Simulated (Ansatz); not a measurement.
Consider an atomisation energy of CH6GeOSi, SMILES [OH][GeH]1[CH2][SiH2]1 (Ansatz 0.2.0, Python API).

Contents of `ch6geosi.xyz`:
```text
10

O    -1.37160    1.52190   -0.89100
Ge   -0.43820    0.94150    0.45340
C     1.02320   -0.05440   -0.27660
Si    0.05950   -1.37760    0.36840
H    -1.98390    0.79310   -1.18990
H     0.15010    1.99270    1.45000
H     1.14790   -0.01580   -1.36550
H     2.03230    0.09320    0.30810
H     0.33800   -1.89830    1.74190
H    -0.87430   -2.04740   -0.59590
```

`run_tae.py`
```python
"""Atomisation energy of CH6GeOSi at the given geometry."""

from collections import Counter

import ansatz

BASIS = "6-31G*"
FUNCTIONAL = "r2scan0"


def energy(molecule, charge=0, unpaired=0):
    calc = molecule.calculation().basis(gaussian=BASIS).functional(FUNCTIONAL)
    if charge:
        calc = calc.charge(charge)
    if unpaired:
        calc = calc.spin("collinear", total=unpaired)
    return calc.run(threads=1).report["free_energy_ev"]


def main() -> None:
    ch6geosi = ansatz.Crystal.molecule_from_extxyz("ch6geosi.xyz")

    # Hund ground states
    unpaired = {"O": 2, "Ge": 2, "C": 2, "Si": 2, "H": 1}
    counts = Counter(site.symbol for site in ch6geosi.cartesian_sites)
    atom_energy = {s: energy(ansatz.Crystal.molecule().atom(s, (0, 0, 0)), 0, unpaired[s]) for s in counts}
    whole = energy(ch6geosi, 0, 0)
    for s, e in atom_energy.items():
        print(f"{s:2s} x{counts[s]}  {e:14.5f} eV")
    print(f"CH6GeOSi: {whole:.5f} eV")
    split = sum(counts[s] * e for s, e in atom_energy.items()) - whole
    print(f"atomisation energy (no zero-point term): {96.485332 * split:.1f} kJ/mol, {split / sum(counts.values()):.3f} eV an atom")


if __name__ == "__main__":
    main()
```

What does it cost to take this molecule apart into atoms?

3060.6 kJ/mol from the electronic energies, without the zero-point term.

The output:

Output of `python run_tae.py`:
```text
O  x1     -2041.46916 eV
Ge x1    -56507.38770 eV
C  x1     -1029.18038 eV
Si x1     -7872.81705 eV
H  x6       -13.55743 eV
CH6GeOSi: -67563.91976 eV
atomisation energy (no zero-point term): 3060.6 kJ/mol, 3.172 eV an atom
```

Reading the output:
- Total energies depend on the basis set; only differences at equal settings carry meaning.
- The geometry is a force-field or estimated start, not a minimum of this method, and the basis set is short of its limit. All parts are taken at fixed geometry, without zero-point energy.
- Wall time of the script: 11 s on 1 thread of Arm Neoverse V2, with other jobs on the host, peak memory 0.28 GiB.

(Lines on the test bed's own set-up are left out of the output.)
